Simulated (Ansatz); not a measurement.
# C2H5BO: one species, many methods

How much do the methods differ for C2H5BO? The plan is to run it at one geometry with functionals of several rungs and with coupled cluster. The yardstick is the atomisation energy at the CCSD(T) limit.

Program: Ansatz 0.2.0, Gaussian basis. Level of theory: functionals in def2-TZVPP, the program's frozen cores in correlated methods. These are calculated values, not measurements.

The runs, in order: LDA (SPW92), PBE-D4, revPBE-D4, BLYP-D4, r2SCAN-D4, B97M-V, PBE0-D4, B3LYP-D4, r2SCANh-D4, r2SCAN0-D4, HSE06-D4, BHLYP-D4, CAM-B3LYP-D4, LC-ωPBE, ωB97X-V, ωB97M-V, B2PLYP, PBE-QIDH; CCSD(T)/def2-SVP; CCSD(T)/def2-TZVPP; MP2/def2-QZVPP; extrapolation to the limit; RPA on PBE.

## Step 1: The geometry

An earlier PBE0-D4 in a triple-zeta def2 set relaxation fixed the geometry.

9 atoms, charge 0, spin multiplicity 1.

Atoms are counted from 1 here; the program's logs count them from 0.

Bond lengths: B1–C2 1.522 Å, B1–H5 1.194 Å, B1–H6 1.194 Å, C2–C3 1.468 Å, C2–O4 1.240 Å, C3–H7 1.094 Å, C3–H8 1.091 Å, C3–H9 1.094 Å. Angles: C2–B1–H5 118.6°, C2–B1–H6 118.6°, H5–B1–H6 122.7°, B1–C2–C3 156.3°, B1–C2–O4 78.0°, C3–C2–O4 125.8°, C2–C3–H7 108.7°, C2–C3–H8 111.8°, C2–C3–H9 108.6°, H7–C3–H8 110.6°, H7–C3–H9 106.3°, H8–C3–H9 110.6°.

Geometry (Å):

```mol
C2H5BO
  3D, bonds by distance, orders not assigned

  9  8  0  0  0  0  0  0  0  0999 V2000
   -0.7090    1.1254   -0.8329 B   0  0
    0.1132    0.0293   -0.1710 C   0  0
    0.4592   -0.9505    0.8658 C   0  0
    0.7544    0.2404   -1.2116 O   0  0
   -1.6127    0.8091   -1.5464 H   0  0
   -0.4765    2.2623   -0.5514 H   0  0
   -0.3819   -1.6382    0.9925 H   0  0
    1.3695   -1.4983    0.6190 H   0  0
    0.5724   -0.4256    1.8188 H   0  0
  1  2  8  0
  2  3  8  0
  2  4  8  0
  1  5  8  0
  1  6  8  0
  3  7  8  0
  3  8  8  0
  3  9  8  0
M  END
```

## Step 2: LDA

This LDA is Slater exchange with PW92 correlation.

Contents of in.yaml:

```yaml
crystal:
  periodic: [false, false, false]
  atoms:
    - {symbol: B, position_ang: [-0.709001, 1.125379, -0.832884]}
    - {symbol: C, position_ang: [0.113221, 0.029250, -0.171002]}
    - {symbol: C, position_ang: [0.459154, -0.950497, 0.865808]}
    - {symbol: O, position_ang: [0.754361, 0.240382, -1.211612]}
    - {symbol: H, position_ang: [-1.612712, 0.809066, -1.546393]}
    - {symbol: H, position_ang: [-0.476466, 2.262269, -0.551379]}
    - {symbol: H, position_ang: [-0.381861, -1.638194, 0.992549]}
    - {symbol: H, position_ang: [1.369459, -1.498315, 0.619047]}
    - {symbol: H, position_ang: [0.572444, -0.425638, 1.818767]}
basis:
  gaussian: {orbitals: def2-TZVPP}
hamiltonian: {xc: lda}
output: {orbitals: {seedname: orbitals}}
```

Launch:

```bash
ansatz run in.yaml --threads 2 --pin off --events-out ev --progress --plain --max-ram 4352MiB
```

The runs that follow: PBE-D4 (GGA); revPBE-D4 (GGA); BLYP-D4 (GGA); r2SCAN-D4 (meta-GGA); B97M-V (meta-GGA); PBE0-D4 (hybrid); B3LYP-D4 (hybrid); r2SCANh-D4 (hybrid); r2SCAN0-D4 (hybrid); HSE06-D4 (hybrid); BHLYP-D4 (hybrid); CAM-B3LYP-D4 (range-separated); LC-ωPBE (range-separated); ωB97X-V (range-separated); ωB97M-V (range-separated); B2PLYP (double hybrid); PBE-QIDH (double hybrid); CCSD(T) in def2-SVP; CCSD(T) in def2-TZVPP; MP2 in def2-QZVPP; RPA on PBE orbitals.

Before running them: what should the planned runs give, taken together? Wanted: atomisation energy, CCSD(T)/CBS; farthest beyond LDA; mean size of error, GGA; mean size of error, meta-GGA; mean size of error, hybrid; mean size of error, range-separated; mean size of error, double hybrid; gap, smallest and largest; T1 diagnostic.

The runs gave:

| quantity | value |
| --- | --- |
| atomisation energy, CCSD(T)/CBS | 844.5 kcal/mol |
| functionals within 4.2 kcal/mol (0.5 %) | r2SCANh-D4, B2PLYP, PBE-QIDH |
| farthest beyond LDA | PBE-D4 (+29.2 kcal/mol) |
| mean size of error, GGA | 14.7 kcal/mol |
| mean size of error, meta-GGA | 8.9 kcal/mol |
| mean size of error, hybrid | 9.7 kcal/mol |
| mean size of error, range-separated | 7.1 kcal/mol |
| mean size of error, double hybrid | 1.3 kcal/mol |
| gap, smallest and largest | 4.05 eV (LDA (SPW92)), 11.98 eV (LC-ωPBE) |
| T1 diagnostic | 0.0173 |
| triples share of the correlation energy | 4.1 % |

The LDA atomisation energy is off by 133.1 kcal/mol (16 %): it overbinds. PBE-D4 misses by +29.2 kcal/mol. Double hybrids carry the basis error of their MP2 part in triple zeta, and no dispersion term here, so their miss is partly the set-up's. Taken by rung, double hybrid functionals do best (1.3 kcal/mol on average) and GGA ones worst beyond LDA (14.7 kcal/mol). The reference freezes the cores and leaves out relativity and excitations past (T), so misses under about 4.2 kcal/mol can't be ranked. Hartree-Fock recovers 74 % of the binding; the rest is correlation. CCSD(T) in def2-SVP is off by -32.8 kcal/mol, more than most functionals: a good method in a small basis is no reference. The gap grows from 4.0 to 12.0 eV across the functionals, mostly with the share of exact exchange.
